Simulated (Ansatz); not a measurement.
**CH5AlCl2S: one species, many methods**

The task here is to estimate one member of a computed series from the others.

Program: Ansatz 0.2.0, Gaussian basis. Level of theory: functionals in def2-TZVPP, the program's frozen cores in correlated methods. These are calculated values, not measurements.

Levels to be run: LDA (SPW92), PBE-D4, revPBE-D4, BLYP-D4, r2SCAN-D4, B97M-V, PBE0-D4, B3LYP-D4, r2SCANh-D4, r2SCAN0-D4, HSE06-D4, BHLYP-D4, CAM-B3LYP-D4, LC-ωPBE, ωB97X-V, ωB97M-V, B2PLYP, PBE-QIDH; CCSD(T)/def2-SVP; CCSD(T)/def2-TZVPP; MP2/def2-QZVPP; extrapolation to the limit; RPA on PBE.

## The geometry

An earlier PBE0-D4 in a triple-zeta def2 set relaxation fixed the geometry.

SMILES `[CH3][Al-]([SH2+])([Cl])[Cl]`, 10 atoms, charge 0, spin multiplicity 1.

Atoms are counted from 1 here; the program's logs count them from 0.

Bond lengths: C1–Al2 1.941 Å, C1–H6 1.094 Å, C1–H7 1.094 Å, C1–H8 1.094 Å, Al2–S3 2.514 Å, Al2–Cl4 2.121 Å, Al2–Cl5 2.122 Å, S3–H9 1.345 Å, S3–H10 1.345 Å. Angles: Al2–C1–H6 111.9°, Al2–C1–H7 112.0°, Al2–C1–H8 110.0°, H6–C1–H7 108.4°, H6–C1–H8 107.1°, H7–C1–H8 107.1°, C1–Al2–S3 104.8°, C1–Al2–Cl4 118.5°, C1–Al2–Cl5 118.6°, S3–Al2–Cl4 95.9°, S3–Al2–Cl5 95.4°, Cl4–Al2–Cl5 116.0°, Al2–S3–H9 98.0°, Al2–S3–H10 97.6°, H9–S3–H10 93.1°.

The first run:

File in.yaml:

```yaml
crystal:
  periodic: [false, false, false]
  atoms:
    - {symbol: C, position_ang: [-1.271563, 0.168987, 0.679157]}
    - {symbol: Al, position_ang: [-0.154446, 0.323167, -0.901000]}
    - {symbol: S, position_ang: [2.080026, -0.591361, -0.200029]}
    - {symbol: Cl, position_ang: [-0.458908, -1.043470, -2.494801]}
    - {symbol: Cl, position_ang: [0.576012, 2.239216, -1.447437]}
    - {symbol: H, position_ang: [-1.384839, -0.870715, 0.999059]}
    - {symbol: H, position_ang: [-0.876892, 0.748335, 1.518582]}
    - {symbol: H, position_ang: [-2.274952, 0.551403, 0.467883]}
    - {symbol: H, position_ang: [1.639075, -1.688206, 0.441888]}
    - {symbol: H, position_ang: [2.209587, 0.111444, 0.939599]}
basis:
  gaussian: {orbitals: def2-TZVPP}
hamiltonian: {xc: lda}
output: {orbitals: {seedname: orbitals}}
```

The run is started by

```console
$ ansatz run in.yaml --threads 4 --pin off --events-out ev --progress --plain --max-ram 10444MiB
```

Steps of the session up to this table: LDA; PBE-D4 (GGA); revPBE-D4 (GGA); BLYP-D4 (GGA); r2SCAN-D4 (meta-GGA); B97M-V (meta-GGA); PBE0-D4 (hybrid); B3LYP-D4 (hybrid); r2SCANh-D4 (hybrid); r2SCAN0-D4 (hybrid); HSE06-D4 (hybrid); BHLYP-D4 (hybrid); CAM-B3LYP-D4 (range-separated); LC-ωPBE (range-separated); ωB97X-V (range-separated); ωB97M-V (range-separated); B2PLYP (double hybrid); PBE-QIDH (double hybrid).

One table of the session follows, with a row left open; its other results are not shown here.

It belongs to the step «Frontier levels by functional». 

| functional | HOMO (eV) | gap (eV) |
| --- | --- | --- |
| LDA (SPW92) | -6.97 | 5.02 |
| PBE-D4 | -6.83 | 4.98 |
| revPBE-D4 | -6.77 | 4.97 |
| BLYP-D4 | -6.69 | 4.93 |
| r2SCAN-D4 | -7.13 | 5.54 |
| B97M-V | -7.20 | 5.55 |
| PBE0-D4 | ? | ? |
| B3LYP-D4 | -7.89 | 6.77 |
| r2SCANh-D4 | -7.61 | 6.39 |
| r2SCAN0-D4 | -8.33 | 7.65 |
| HSE06-D4 | -7.73 | 6.50 |
| BHLYP-D4 | -9.33 | 9.51 |
| CAM-B3LYP-D4 | -9.49 | 9.77 |
| LC-ωPBE | -10.88 | 12.40 |
| ωB97X-V | -10.50 | 11.87 |
| ωB97M-V | -10.33 | 11.52 |

Q: Estimate the row for PBE0-D4 from the others.

**Answer.** HOMO (eV): -8.13; gap (eV): 7.28. In the column «HOMO (eV)» it lies between r2SCAN0-D4 (-8.33) and B3LYP-D4 (-7.89).
